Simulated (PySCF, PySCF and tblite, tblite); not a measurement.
# C₆H₆F₂S: a path driven as rotation about a bond, and NMR exchange, part 2 of 2

PySCF and tblite. Atoms count from 0. Earlier steps stand in the parts before.

## Step 7: Shieldings, saddle of leg 1: BHandHLYP/pcSseg-1

What the job is given:

```
{"job": {"kind": "nmr", "xc": "BHandHLYP", "basis": "pcSseg-1", "pop": false}, "charge": 0, "multiplicity": 1}
F     -2.928607     0.396340     0.000622
C     -1.751091     0.158927     0.628209
F     -1.624959     1.135958     1.555324
C     -0.588253     0.161965    -0.382419
C      0.423883     1.235695    -0.097609
C      1.664431     0.745254     0.001259
C      1.668971    -0.679832    -0.184620
S      2.971553    -1.654553    -0.174168
C      0.248019    -1.129626    -0.398546
H     -1.855686    -0.794070     1.169659
H     -1.041152     0.345543    -1.363895
H      0.131113     2.265461     0.005875
H      2.562296     1.305210     0.188906
H      0.159295    -1.669154    -1.342368
H     -0.039815    -1.823119     0.393772
```

Log:

```text
coarse grid: 14032 points
cycle   1  E = -829.6153480553  dE =  1.747e+00  |g| = 7.918e-01  |ddm| = 3.643e+00
cycle   2  E = -829.5759062678  dE =  3.944e-02  |g| = 9.686e-01  |ddm| = 1.597e+00
cycle   3  E = -829.7533373773  dE = -1.774e-01  |g| = 1.049e-01  |ddm| = 1.021e+00
cycle   4  E = -829.7551755446  dE = -1.838e-03  |g| = 6.907e-02  |ddm| = 1.742e-01
cycle   5  E = -829.7563917543  dE = -1.216e-03  |g| = 1.261e-02  |ddm| = 1.096e-01
cycle   6  E = -829.7564320920  dE = -4.034e-05  |g| = 3.801e-03  |ddm| = 1.673e-02
cycle   7  E = -829.7564360038  dE = -3.912e-06  |g| = 1.508e-03  |ddm| = 6.430e-03
final grid: 134440 points
cycle   8  E = -829.8082890130  dE = -1.968e-05  |g| = 4.241e-03  |ddm| = 1.846e-02
cycle   9  E = -829.8082871522  dE =  1.861e-06  |g| = 5.178e-03  |ddm| = 8.341e-03
cycle  10  E = -829.8082932467  dE = -6.094e-06  |g| = 4.522e-04  |ddm| = 5.384e-03
cycle  11  E = -829.8082932910  dE = -4.438e-08  |g| = 2.591e-04  |ddm| = 7.249e-04
cycle  12  E = -829.8082933065  dE = -1.547e-08  |g| = 7.441e-05  |ddm| = 4.121e-04
cycle  13  E = -829.8082933079  dE = -1.387e-09  |g| = 2.425e-05  |ddm| = 9.630e-05
cycle  14  E = -829.8082933081  dE = -2.010e-10  |g| = 1.144e-05  |ddm| = 5.529e-05
converged SCF energy = -829.8082933081

GIAO shielding tensors (ppm)
atom      isotropic    diamagn.    paramagn.     s11        s22        s33       span
  0 F      301.316     471.198    -169.882    202.183    341.290    360.475    158.293
  1 C       63.460     238.719    -175.260     52.879     66.640     70.861     17.982
  2 F      316.336     473.238    -156.902    221.902    335.486    391.619    169.717
  3 C      131.243     248.569    -117.326    114.772    125.973    152.985     38.213
  4 C       15.354     253.521    -238.167   -114.303     18.004    142.359    256.662
  5 C       33.410     251.045    -217.634    -65.846     40.607    125.471    191.317
  6 C      -82.218     258.946    -341.164   -248.229   -111.756    113.330    361.559
  7 S     -374.101    1055.141   -1429.242  -1545.862   -295.843    719.402   2265.264
  8 C      133.850     246.292    -112.443    113.294    123.875    164.380     51.086
  9 H       26.063      28.236      -2.174     23.571     25.739     28.878      5.308
 10 H       28.259      30.364      -2.106     24.923     27.726     32.127      7.204
 11 H       23.878      30.850      -6.972     19.827     23.511     28.295      8.467
 12 H       25.125      31.156      -6.031     23.192     23.644     28.538      5.346
 13 H       28.448      29.533      -1.085     23.788     28.996     32.559      8.771
 14 H       29.052      30.239      -1.187     24.700     30.096     32.359      7.658
```

It took 51 s on 1 thread of Arm Neoverse N1, shared host; peak memory 0.81 GiB.

Key values: HOMO -7.54 eV, LUMO -1.58 eV; dipole 1.66 D.

Orbitals, density, ELF and potential are computed afterwards from the orbital file.

Frontier orbitals at BHandHLYP/pcSseg-1, with the share of their density that lies nearest to each atom:

```csv
orbital,energy (eV),lies on
HOMO,-7.54,S7 84 %
LUMO,-1.58,S7 31 %; C6 28 %; C4 21 %
```

ELF in a plane through or near 5 of the atoms.

Ten even steps from ' ' (0.00) to '@' (1.00):
```
                                                        
                                                        
                                                        
                          ==####::                      
              ----..    --@@@@@@@@--                    
            ::##%%**..  ++@@@@@@@@::                    
            ::##%%##++**++##@@@@++                      
              --****++@@==--::**..                      
      ..::..    --******++##@@%%--::  ..==**==..        
    ..==**++::..==####....****::++**::++%%%%**::        
    --**####******==++++==%%**::**##--##====##--        
    ::++##%%######++####--%%@@**==--..++%%%%##::        
    ..==##%%%%##==..--**==--==::      ..==++--          
      --**%%%%##--  ::%%%%##==..          ..            
      ..==######::  ..****--..                          
        ::==**++..    ..::..                            
                                                        
                                                        
                                                        
                                                        
```
The map spans 11.6 Å across and 9.6 Å up, centred on the molecule. Atoms in the plane (x, y in Å): F0 (2.9, -0.2), C3 (0.5, 0.0), C4 (-0.2, 1.3), C8 (-0.5, -1.1), H11 (0.3, 2.2).

log10 of the density (e/Å³) in the same plane.

Values, 10 rows by 14 columns:
```
-4.0 -4.0 -4.0 -4.0 -4.0 -4.0 -4.0 -4.0 -4.0 -4.0 -4.0 -4.0 -4.0 -4.0
-4.0 -4.0 -4.0 -4.0 -3.6 -3.4 -3.0 -2.7 -3.1 -4.0 -4.0 -4.0 -4.0 -4.0
-4.0 -4.0 -3.9 -2.6 -1.8 -1.8 -1.3 -0.7 -1.3 -2.8 -4.0 -4.0 -4.0 -4.0
-4.0 -4.0 -3.1 -1.8 -0.6 -0.3  0.0  0.3 -0.8 -2.0 -2.5 -3.4 -4.0 -4.0
-4.0 -2.7 -1.9 -1.6 -0.6  0.0  0.0  0.2 -0.4 -0.9 -0.6 -1.1 -2.7 -4.0
-3.3 -2.0 -1.0 -0.5 -0.2 -0.1 -0.2  0.3  0.1 -0.2  2.1  0.0 -2.0 -4.0
-3.3 -2.0 -0.8 -0.3 -0.6 -0.4  0.6 -0.2 -1.2 -1.4 -0.8 -1.3 -3.0 -4.0
-4.0 -2.6 -1.6 -1.2 -1.5 -1.4 -0.7 -1.2 -2.2 -2.9 -3.2 -3.8 -4.0 -4.0
-4.0 -3.8 -2.9 -2.5 -2.7 -2.8 -2.5 -2.7 -3.4 -4.0 -4.0 -4.0 -4.0 -4.0
-4.0 -4.0 -3.9 -3.9 -4.0 -4.0 -4.0 -4.0 -4.0 -4.0 -4.0 -4.0 -4.0 -4.0
```
The map spans 11.6 Å across and 9.6 Å up, centred on the molecule. Atoms in the plane (x, y in Å): F0 (2.9, -0.2), C3 (0.5, 0.0), C4 (-0.2, 1.3), C8 (-0.5, -1.1), H11 (0.3, 2.2).

On the surface of density 0.002 e/bohr³ the electrostatic potential runs, from the 1st to the 99th percentile, from -1.09 V near S7 to 1.63 V near H9.

## Step 8: Shieldings, end: BHandHLYP/pcSseg-1

What the job is given:

```
{"job": {"kind": "nmr", "xc": "BHandHLYP", "basis": "pcSseg-1", "pop": false}, "charge": 0, "multiplicity": 1}
F     -2.507957     1.223048     0.570089
C     -1.745474     0.115552     0.728298
F     -1.262191     0.161000     1.990392
C     -0.610737     0.091272    -0.299229
C      0.330455     1.246198    -0.108624
C      1.591080     0.838669     0.075874
C      1.677821    -0.595890     0.034849
S      3.032372    -1.487356     0.161764
C      0.289365    -1.146791    -0.153136
H     -2.408569    -0.761382     0.655014
H     -1.085226     0.145074    -1.285070
H     -0.026721     2.260939    -0.116697
H      2.451378     1.463560     0.231994
H      0.247879    -1.802966    -1.022715
H      0.015632    -1.742644     0.720337
```

Log:

```text
coarse grid: 14032 points
cycle   1  E = -829.6232184887  dE =  1.756e+00  |g| = 7.872e-01  |ddm| = 3.643e+00
cycle   2  E = -829.5865607414  dE =  3.666e-02  |g| = 9.575e-01  |ddm| = 1.576e+00
cycle   3  E = -829.7601654956  dE = -1.736e-01  |g| = 1.044e-01  |ddm| = 1.001e+00
cycle   4  E = -829.7619914091  dE = -1.826e-03  |g| = 6.914e-02  |ddm| = 1.742e-01
cycle   5  E = -829.7632054716  dE = -1.214e-03  |g| = 1.277e-02  |ddm| = 1.084e-01
cycle   6  E = -829.7632465152  dE = -4.104e-05  |g| = 3.880e-03  |ddm| = 1.674e-02
cycle   7  E = -829.7632506017  dE = -4.086e-06  |g| = 1.577e-03  |ddm| = 6.662e-03
final grid: 134440 points
cycle   8  E = -829.8149261451  dE = -2.049e-05  |g| = 4.485e-03  |ddm| = 1.752e-02
cycle   9  E = -829.8149241472  dE =  1.998e-06  |g| = 5.487e-03  |ddm| = 8.594e-03
cycle  10  E = -829.8149307667  dE = -6.620e-06  |g| = 4.542e-04  |ddm| = 5.523e-03
cycle  11  E = -829.8149308106  dE = -4.387e-08  |g| = 2.807e-04  |ddm| = 7.408e-04
cycle  12  E = -829.8149308291  dE = -1.847e-08  |g| = 7.480e-05  |ddm| = 4.431e-04
cycle  13  E = -829.8149308305  dE = -1.400e-09  |g| = 2.626e-05  |ddm| = 9.961e-05
cycle  14  E = -829.8149308307  dE = -2.240e-10  |g| = 1.252e-05  |ddm| = 6.076e-05
converged SCF energy = -829.8149308307

GIAO shielding tensors (ppm)
atom      isotropic    diamagn.    paramagn.     s11        s22        s33       span
  0 F      322.853     472.915    -150.061    219.672    346.557    402.330    182.658
  1 C       68.731     238.138    -169.407     51.097     71.433     83.663     32.566
  2 F      334.078     475.161    -141.083    237.936    356.767    407.532    169.596
  3 C      132.313     248.035    -115.722    119.439    132.033    145.467     26.027
  4 C       16.926     253.913    -236.987   -112.790     18.612    144.956    257.746
  5 C       30.929     250.625    -219.696    -72.671     40.114    125.345    198.016
  6 C      -82.166     258.789    -340.955   -249.244   -111.067    113.812    363.056
  7 S     -377.747    1055.156   -1432.903  -1550.666   -298.650    716.075   2266.741
  8 C      138.748     246.841    -108.094    122.252    125.532    168.458     46.206
  9 H       25.943      27.988      -2.046     23.026     25.220     29.582      6.555
 10 H       28.484      30.619      -2.135     24.857     27.577     33.017      8.160
 11 H       23.893      30.661      -6.768     19.840     23.452     28.387      8.547
 12 H       25.005      31.079      -6.075     22.933     23.601     28.480      5.546
 13 H       28.752      29.871      -1.119     23.919     28.943     33.393      9.474
 14 H       28.978      30.089      -1.111     24.377     30.441     32.117      7.741
```

It took 41 s on 1 thread of Arm Neoverse N1, shared host; peak memory 0.82 GiB.

In short: HOMO -7.49 eV, LUMO -1.54 eV; dipole 3.05 D.

## Step 9: Barriers, rates and exchange

What the job is given:

```
{"job": {"smiles": "FC(F)C1C=CC(=S)C1", "charge": 0, "mult": 1, "motion": "rotation", "what": "crowded single bond", "atoms": [1, 3], "drives": [{"terms": [["t", [0, 1, 3, 4], 0.1111111111111111], ["t", [0, 1, 3, 8], 0.1111111111111111], ["t", [0, 1, 3, 10], 0.1111111111111111], ["t", [2, 1, 3, 4], 0.1111111111111111], ["t", [2, 1, 3, 8], 0.1111111111111111], ["t", [2, 1, 3, 10], 0.1111111111111111], ["t", [9, 1, 3, 4], 0.1111111111111111], ["t", [9, 1, 3, 8], 0.1111111111111111], ["t", [9, 1, 3, 10], 0.1111111111111111]], "by": -120, "n": 8}], "study": "path", "level": {"kind": "nmr", "xc": "BHandHLYP", "basis": "pcSseg-1"}, "fields": [90, 250, 900], "first": 3, "seed": 608, "kind": "path"}, "charge": 0, "multiplicity": 1}
F     -2.618530    -0.696295     0.486149
C     -1.664695     0.201432     0.827269
F     -2.292779     1.393766     0.949363
C     -0.581301     0.270405    -0.250983
C      0.493785     1.241611     0.137999
C      1.686645     0.646627     0.253422
C      1.591388    -0.758017    -0.044510
S      2.810304    -1.834960    -0.006963
C      0.163832    -1.065313    -0.405084
H     -1.272898    -0.078891     1.817369
H     -1.076082     0.581121    -1.177289
H      0.272908     2.281230     0.304538
H      2.615085     1.115468     0.524800
H      0.109254    -1.445800    -1.426098
H     -0.241328    -1.844394     0.243088
```

Log:

```text
stationary points (kcal/mol above the start)
  n  kind          group   xTB      DFT    lowest mode
  0  minimum      C1       0.00     0.00      40.2
  1  saddle       C1       2.77     4.58     -57.9
  2  minimum      C1       0.65     0.26      36.4

GFN2-xTB energies: T/K, barrier G, reaction G (kcal/mol), k forward, k back (1/s)
 150.00     2.97     0.67   1.47e+08   1.38e+09
 200.00     3.09     0.67   1.77e+09   9.47e+09
 250.00     3.22     0.67   8.05e+09   3.08e+10
 298.15     3.35     0.67   2.17e+10   6.67e+10
 350.00     3.51     0.67   4.69e+10   1.22e+11
 400.00     3.67     0.67   8.23e+10   1.91e+11
 500.00     4.01     0.67   1.84e+11   3.61e+11

BHandHLYP/pcSseg-1 + D3(BJ) energies: T/K, barrier G, reaction G (kcal/mol), k forward, k back (1/s)
 150.00     4.78     0.28   3.36e+05   8.57e+05
 200.00     4.90     0.28   1.85e+07   3.73e+07
 250.00     5.03     0.28    2.1e+08   3.67e+08
 298.15     5.16     0.28   1.02e+09   1.63e+09
 350.00     5.32     0.28   3.47e+09   5.18e+09
 400.00     5.48     0.28   8.43e+09    1.2e+10
 500.00     5.82     0.28   2.97e+10   3.94e+10
```

Run time: 2.5 min. Hardware: 1 thread of Arm Neoverse N1, shared host; peak memory 0.85 GiB. This counts the whole study up to here.

Barriers by level (kcal/mol; entropies in cal/(mol K)). Zero-point and thermal terms come from xTB in every row. ΔG‡ leaves symmetry out; the rate counts one path; effective ΔG‡, where given, is the barrier that would give that rate by Eyring's equation alone:

```csv
level,ΔE‡,with zero-point,ΔH‡,ΔS‡,ΔG‡ (298 K),ΔE of reaction,k at 298 K (1/s),effective ΔG‡
GFN2-xTB,2.77,2.77,2.21,-3.8,3.35,0.65,2.2e+10,3.35
BHandHLYP/pcSseg-1 + D3(BJ),4.58,4.58,4.02,-3.8,5.16,0.26,1e+09,5.16
```

Sites that the driver pairs across this motion, and where their lines would merge (no couplings; faster rotations or exchange between molecules can average them sooner):

```csv
nucleus,sites: shielding (ppm),proton frequency (MHz),spread (Hz),coalescence (K),lines at 298 K
¹⁹F,F2: 320.3; F2 (end): 334.1,900,11690,121,–
¹⁹F,F0: 319.3; F0 (end): 322.9,900,3044,113,–
¹³C,C1: 65.2; C1 (end): 68.7,900,803,106,–
¹H,H9: 26.39; H9 (end): 25.94,900,400,102,–
¹³C,C6: -83.4; C6 (end): -82.2,900,272,101,–
¹H,H11: 24.09; H11 (end): 23.89,900,174,99,–
¹³C,C8: 138.1; C8 (end): 138.7,900,157,98,–
¹H,H13: 28.60; H13 (end): 28.75,900,139,98,–
```

Rows that set an atom against itself at the end compare its shielding in the two forms.

## Step 10: Results

This closing draws on all 2 parts.

```
                             quantity                             value
barrier (BHandHLYP/pcSseg-1 + D3(BJ))  ΔE‡ 4.6, ΔG‡(298 K) 5.2 kcal/mol
                   barrier (GFN2-xTB)                  ΔE‡ 2.8 kcal/mol
                        rate at 298 K                         1e+09 s⁻¹
                      end of the path       0.3 kcal/mol from the start
```

**Reading.** DFT puts the top 4.6 kcal/mol above the start (xTB: 2.8); the rate from the DFT barrier is 1e+09 s⁻¹ at 298 K. An error of 1.4 kcal/mol changes that rate tenfold.
